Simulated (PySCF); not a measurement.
# CH8Ge2: the cost of one run

The runs use PySCF 2.14.0, with density-fitted response routines of our own; the level of theory stands in each step. All values are computed, except where a source is named. Atoms are numbered from 0 throughout.

## 1. Starting geometry

11 atoms, charge 0, multiplicity 1; geometry from: GFN2-xTB. The atoms were then displaced at random by about 0.01 Å, so the start is not that level's minimum.

Bonds of the start (Å): Ge0–C1 1.97, C1–Ge2 1.98, Ge0–H3 1.50, Ge0–H4 1.52, Ge0–H5 1.50, C1–H6 1.09, C1–H7 1.09, Ge2–H8 1.48, Ge2–H9 1.51, Ge2–H10 1.49.

## 2. Relaxing the molecule at PBE0-D3(BJ)/def2-SVP

Job settings and geometry (Å):

```
{"job": {"xc": "PBE0", "basis": "def2-SVP", "d3": "d3bj", "grid": 1, "shake": 0.01, "kind": "geom"}, "charge": 0, "multiplicity": 1}
Ge     1.541020     0.618890     0.010710
C      0.194800    -0.805920    -0.151350
Ge    -1.662060    -0.160920     0.068890
H      2.945940     0.118880    -0.177020
H      1.297960     1.693040    -1.038170
H      1.452770     1.309100     1.342990
H      0.420960    -1.565600     0.601810
H      0.316450    -1.273060    -1.129740
H     -1.998020     0.867630    -0.934580
H     -1.844220     0.464310     1.429700
H     -2.627480    -1.292190    -0.038880
```

Run with:

```sh
$ OMP_NUM_THREADS=1 python probes_run.py task.json out
```

One launch serves the whole session: the jobs run in the order shown.

Q: Estimate the wall time and peak memory of this first job on 1 thread of Arm Neoverse V2, shared host.

About 21 s, with a peak of 0.51 GiB.
